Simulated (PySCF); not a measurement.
# [Pm(H2O)2]3+: how settings move a single point

Aim: repeat the single point on relaxed [Pm(H2O)2]3+ with altered settings, some of them bad on purpose. It is a constructed species; whether it can be made isn't addressed.

The runs use PySCF 2.14.0; PBE, Pm lcecp-1-SVP with ECP50, O def2-SVP, H def2-SVP; scalar-relativistic core potentials, no spin–orbit coupling.

4 further runs of the same task are left out: 2 for a known fault of the program, 2 that didn't finish.

## (1) The starting structure

7 atoms, charge 3, spin multiplicity 1.

Bond lengths: Pm1–O2 2.290 Å, Pm1–O5 2.290 Å, O2–H3 1.004 Å, O2–H4 1.005 Å, O5–H6 1.005 Å, O5–H7 1.004 Å. Angles: O2–Pm1–O5 112.1°, Pm1–O2–H3 129.8°, Pm1–O2–H4 127.7°, H3–O2–H4 102.5°, Pm1–O5–H6 128.1°, Pm1–O5–H7 129.4°, H6–O5–H7 102.5°.

As a file:

```xyz
7

Pm   -0.2078   -1.0868   -0.0074
O    -0.0274    0.1678    1.8995
H     0.2504    1.1254    2.0141
H    -0.2053   -0.1220    2.8449
O     0.0895    0.1708   -1.8985
H     0.4472   -0.1253   -2.7898
H    -0.1286    1.1367   -2.0628
```

Formal oxidation states: Pm +3. Each metal's 4 4f electrons lie in its core potential, so multiplicities, spins and levels count the valence alone. An earlier session relaxed this geometry at PBE, Pm lcecp-1-SVP with ECP50, O def2-SVP, H def2-SVP (singlet, point group C1).

The sound run used a (50, 194) grid (finer on f atoms), a threshold of 1e-8 and at most 55 cycles, and ended at -185.517524 Eh.

## (2) Try 1

run.py (the lines that set the calculation) reads:

```python
mol = gto.M(atom='''
Pm    -0.23273    -1.21720    -0.00827
O     -0.03074     0.18795     2.12742
H      0.28049     1.26043     2.25579
H     -0.22996    -0.13661     3.18624
O      0.10021     0.19126    -2.12631
H      0.50084    -0.14035    -3.12453
H     -0.14405     1.27308    -2.31034''',
    basis={'Pm': 'lcecp-1-SVP', 'O': 'def2-SVP', 'H': 'def2-SVP'},
    ecp={'Pm': 'lcecp-1-SVP'},
    charge=3, spin=0)
mf = dft.RKS(mol, xc='PBE')
mf.grids.atom_grid = (50, 194)  # f atoms: unpruned, at least (60, 302)
mf = mf.density_fit()  # fitting sets: Pm AutoAux, O def2-universal-JKFIT, H def2-universal-JKFIT
mf.conv_tol = 1e-08; mf.max_cycle = 55
mf.kernel(dm0)  # dm0: free metal ions and neutral atoms
```

Run with:

```sh
OMP_NUM_THREADS=2 python run.py
```

Output:

```text
init E= -176.365835353161
  HOMO = -1.46377962753662  LUMO = -0.738396479820873  gap/eV = 19.73868
cycle= 1 E= -182.637893871559  delta_E= -6.27  |g|= 3.65  |ddm|= 2.79
  HOMO = -0.65892972207822  LUMO = -0.620124564182625  gap/eV = 1.05594
cycle= 2 E= -158.435074271327  delta_E= 24.2  |g|=  5.7  |ddm|= 9.02
  HOMO = -0.897304409165341  LUMO = -0.772172308594098  gap/eV = 3.40502
cycle= 3 E= -184.671666292351  delta_E= -26.2  |g|= 1.58  |ddm|= 9.05
  HOMO = -0.954264030962262  LUMO = -0.671217485668752  gap/eV = 7.70209
cycle= 4 E= -185.250969995931  delta_E= -0.579  |g|= 0.97  |ddm|= 2.06
  HOMO = -0.831799620199866  LUMO = -0.729152808352855  gap/eV = 2.79316
cycle= 5 E= -185.45088590693  delta_E= -0.2  |g|= 0.171  |ddm|= 0.87
  HOMO = -0.825503245940512  LUMO = -0.705321866889005  gap/eV = 3.27030
cycle= 6 E= -185.458356075306  delta_E= -0.00747  |g|= 0.0771  |ddm|= 0.278
  HOMO = -0.826431531404286  LUMO = -0.712119495664464  gap/eV = 3.11059
cycle= 7 E= -185.459597810838  delta_E= -0.00124  |g|= 0.0428  |ddm|= 0.0822
  HOMO = -0.827937471360066  LUMO = -0.712551257017774  gap/eV = 3.13982
cycle= 8 E= -185.459931853054  delta_E= -0.000334  |g|= 0.0164  |ddm|= 0.0332
  HOMO = -0.827107939101383  LUMO = -0.712931134634814  gap/eV = 3.10691
cycle= 9 E= -185.459989971114  delta_E= -5.81e-05  |g|= 0.00141  |ddm|= 0.0127
  HOMO = -0.826933093584692  LUMO = -0.712824755597543  gap/eV = 3.10505
cycle= 10 E= -185.459990307619  delta_E= -3.37e-07  |g|= 0.000489  |ddm|= 0.00131
  HOMO = -0.82698080496709  LUMO = -0.712832561361056  gap/eV = 3.10613
cycle= 11 E= -185.459990357385  delta_E= -4.98e-08  |g|= 1.73e-05  |ddm|= 0.000332
  HOMO = -0.82698137927016  LUMO = -0.712831813605039  gap/eV = 3.10617
cycle= 12 E= -185.459990357469  delta_E= -8.43e-11  |g|= 5.95e-06  |ddm|= 2.6e-05
  HOMO = -0.826979904908099  LUMO = -0.712832593945729  gap/eV = 3.10611
Extra cycle  E= -185.459990357427  delta_E= 4.16e-11  |g|= 1.49e-05  |ddm|= 1.9e-05
converged SCF energy = -185.459990357427
```

It took 3.3 s on 2 threads of Arm Neoverse V2, shared host.

Changed: the scale of all coordinates (1.12). It converges in 12 cycles, +1.566 eV from the sound run, with a largest force component of 3.38 eV/Å. The setting is unsound, so these numbers aren't the compound's.

## (3) Try 2

run.py (the lines that set the calculation) reads:

```python
mol = gto.M(atom='''
Pm    -0.20779    -1.08678    -0.00738
O     -0.02745     0.16781     1.89948
H      0.25044     1.12539     2.01410
H     -0.20532    -0.12198     2.84486
O      0.08947     0.17077    -1.89849
H      0.44718    -0.12531    -2.78976
H     -0.12862     1.13668    -2.06280''',
    basis={'Pm': 'lcecp-1-SVP', 'O': 'def2-SVP', 'H': 'def2-SVP'},
    ecp={'Pm': 'lcecp-1-SVP'},
    charge=3, spin=0)
mf = dft.RKS(mol, xc='PBE')
mf.grids.atom_grid = (50, 194)  # f atoms: unpruned, at least (60, 302)
mf = mf.density_fit()  # fitting sets: Pm AutoAux, O def2-universal-JKFIT, H def2-universal-JKFIT
mf.conv_tol = 1e-08; mf.max_cycle = 55
mf.kernel(dm0)  # dm0: smeared density
```

Run with:

```sh
OMP_NUM_THREADS=2 python run.py
```

Output:

```text
init E= -185.483668522088
  HOMO = -0.907509593785022  LUMO = -0.702326310430251  gap/eV = 5.58332
cycle= 1 E= -185.515415206292  delta_E= -0.0317  |g|= 0.0865  |ddm|= 0.111
  HOMO = -0.878296256777368  LUMO = -0.719926138872084  gap/eV = 4.30947
cycle= 2 E= -185.506995054822  delta_E= 0.00842  |g|= 0.219  |ddm|= 0.267
  HOMO = -0.896737745294053  LUMO = -0.713872244784456  gap/eV = 4.97602
cycle= 3 E= -185.517482797245  delta_E= -0.0105  |g|= 0.00985  |ddm|= 0.158
  HOMO = -0.89702212174771  LUMO = -0.711452131681005  gap/eV = 5.04962
cycle= 4 E= -185.517523177343  delta_E= -4.04e-05  |g|= 0.00133  |ddm|= 0.017
  HOMO = -0.897133808818191  LUMO = -0.711461618226178  gap/eV = 5.05240
cycle= 5 E= -185.517523382222  delta_E= -2.05e-07  |g|= 0.000814  |ddm|= 0.00117
  HOMO = -0.897150080849733  LUMO = -0.711469192489442  gap/eV = 5.05263
cycle= 6 E= -185.517523506345  delta_E= -1.24e-07  |g|= 0.000169  |ddm|= 0.000617
  HOMO = -0.897153559943322  LUMO = -0.711472522581532  gap/eV = 5.05264
cycle= 7 E= -185.517523511835  delta_E= -5.49e-09  |g|= 1.17e-05  |ddm|= 0.000117
  HOMO = -0.897155821750628  LUMO = -0.711472942186373  gap/eV = 5.05269
Extra cycle  E= -185.517523511826  delta_E= 8.7e-12  |g|= 1.41e-05  |ddm|= 2.48e-05
converged SCF energy = -185.517523511826
```

It took 2.8 s on 2 threads of Arm Neoverse V2, shared host.

Changed: the starting guess (smeared density). It converges in 7 cycles, at the sound run's energy within 0.001 eV, with a largest force component of 0.02 eV/Å. The result survives the change.

## (4) Try 3

Edit run.py (the lines that set the calculation) of step 3 so:

```diff
@@ -12,5 +12,5 @@
 mf = dft.RKS(mol, xc='PBE')
-mf.grids.atom_grid = (50, 194)  # f atoms: unpruned, at least (60, 302)
+mf.grids.atom_grid = (99, 590)  # f atoms: unpruned, at least (60, 302)
 mf = mf.density_fit()  # fitting sets: Pm AutoAux, O def2-universal-JKFIT, H def2-universal-JKFIT
 mf.conv_tol = 1e-08; mf.max_cycle = 55
-mf.kernel(dm0)  # dm0: smeared density
+mf.kernel(dm0)  # dm0: free metal ions and neutral atoms
```

Run with:

```sh
OMP_NUM_THREADS=2 python run.py
```

Output:

```text
init E= -176.500489079981
  HOMO = -1.52226755038294  LUMO = -0.757171509352929  gap/eV = 20.81932
cycle= 1 E= -182.996972778563  delta_E= -6.5  |g|= 3.57  |ddm|= 2.94
  HOMO = -0.673934662182008  LUMO = -0.672915589551868  gap/eV = 0.02773
cycle= 2 E= -163.590415286618  delta_E= 19.4  |g|= 6.37  |ddm|= 7.47
  HOMO = -1.01650801297472  LUMO = -0.686713937258247  gap/eV = 8.97415
cycle= 3 E= -185.134472040953  delta_E= -21.5  |g|= 1.05  |ddm|= 7.23
  HOMO = -0.922849643045438  LUMO = -0.748655442502641  gap/eV = 4.74007
cycle= 4 E= -185.489304603523  delta_E= -0.355  |g|= 0.355  |ddm|= 2.07
  HOMO = -0.883486018987181  LUMO = -0.714308499169097  gap/eV = 4.60355
cycle= 5 E= -185.511180006121  delta_E= -0.0219  |g|= 0.177  |ddm|= 0.421
  HOMO = -0.888256620821642  LUMO = -0.71048726469848  gap/eV = 4.83735
cycle= 6 E= -185.515822226154  delta_E= -0.00464  |g|= 0.0915  |ddm|= 0.173
  HOMO = -0.896654992451431  LUMO = -0.710043757238018  gap/eV = 5.07795
cycle= 7 E= -185.517460833012  delta_E= -0.00164  |g|= 0.0108  |ddm|= 0.0664
  HOMO = -0.897177016845748  LUMO = -0.711443367411046  gap/eV = 5.05407
cycle= 8 E= -185.517491810261  delta_E= -3.1e-05  |g|= 0.00134  |ddm|= 0.0122
  HOMO = -0.897176199075376  LUMO = -0.711480162758385  gap/eV = 5.05305
cycle= 9 E= -185.517492144901  delta_E= -3.35e-07  |g|= 0.000311  |ddm|= 0.00116
  HOMO = -0.897149250298266  LUMO = -0.711471737462055  gap/eV = 5.05254
cycle= 10 E= -185.517492162217  delta_E= -1.73e-08  |g|= 5.88e-05  |ddm|= 0.000168
  HOMO = -0.897143473390569  LUMO = -0.711471396121517  gap/eV = 5.05239
cycle= 11 E= -185.517492162915  delta_E= -6.98e-10  |g|= 6.5e-06  |ddm|= 4.55e-05
  HOMO = -0.897144659991106  LUMO = -0.711472726725307  gap/eV = 5.05239
Extra cycle  E= -185.51749216292  delta_E= -5.46e-12  |g|= 4.75e-06  |ddm|= 1.11e-05
converged SCF energy = -185.51749216292
```

Run time: 7.9 s. Hardware: 2 threads of Arm Neoverse V2, shared host.

Changed: the integration grid, to (99, 590). It converges in 11 cycles, +0.001 eV from the sound run, with a largest force component of 0.02 eV/Å. The result survives the change.

## (5) Side by side

| run | changed | ending | energy change (eV) | cycles | time | usable |
| --- | --- | --- | --- | --- | --- | --- |
| 1 | the scale of all coordinates | converged | +1.566 | 12 | 3.3 s | no |
| 2 | the starting guess | converged | 0.000 | 7 | 2.8 s | yes |
| 3 | the integration grid | converged | +0.001 | 11 | 7.9 s | yes |

2 of 3 altered runs give a usable result. 1 ended normally with numbers unfit to quote.
